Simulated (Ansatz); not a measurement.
# CH3GaO2: the cost of one run

Method: RKS PBE0-D4/def2-TZVP; program: Ansatz 0.2.0, Gaussian basis.

The runs, in order: relaxation at PBE0-D4/def2-TZVP; harmonic vibrations at the same level.

1 further run of the same task is left out (set aside as unsound or not needed).

**1. Starting geometry**

SMILES `O=[C](O)[GaH2]`, 7 atoms, charge 0, spin multiplicity 1.

Atoms are counted from 1 here; the program's logs count them from 0.

Bond lengths: O1–C2 1.199 Å, C2–O3 1.351 Å, C2–Ga4 2.043 Å, O3–H5 0.976 Å, Ga4–H6 1.592 Å, Ga4–H7 1.577 Å. Angles: O1–C2–O3 123.3°, O1–C2–Ga4 141.3°, O3–C2–Ga4 95.4°, C2–O3–H5 113.7°, C2–Ga4–H6 126.8°, C2–Ga4–H7 113.4°, H6–Ga4–H7 119.8°.

The start is a GFN2-xTB geometry.

**2. Optimising with PBE0-D4/def2-TZVP**

Input file in.yaml:

```yaml
crystal:
  periodic: [false, false, false]
  atoms:
    - {symbol: O, position_ang: [0.454100, -0.671360, 1.885200]}
    - {symbol: C, position_ang: [0.277040, -0.369330, 0.738120]}
    - {symbol: O, position_ang: [0.906570, -0.972890, -0.293110]}
    - {symbol: Ga, position_ang: [-0.799870, 0.920870, -0.423950]}
    - {symbol: H, position_ang: [1.523920, -1.676530, -0.017910]}
    - {symbol: H, position_ang: [-1.878470, 1.980250, 0.075320]}
    - {symbol: H, position_ang: [-0.483290, 0.788990, -1.963660]}
basis:
  gaussian: {orbitals: def2-TZVP}
hamiltonian: {xc: pbe0, dispersion: d4}
relax: {f_tol: 0.005, max_steps: 150}
```

Run with:

```
ansatz run in.yaml --threads 2 --pin off --events-out ev --progress --plain --max-ram 4352MiB
```

Q: Estimate wall time and peak memory on 2 threads of Intel Xeon Platinum 8175M at 2.50GHz, shared host.

About 2 min, with a peak of 0.37 GiB.
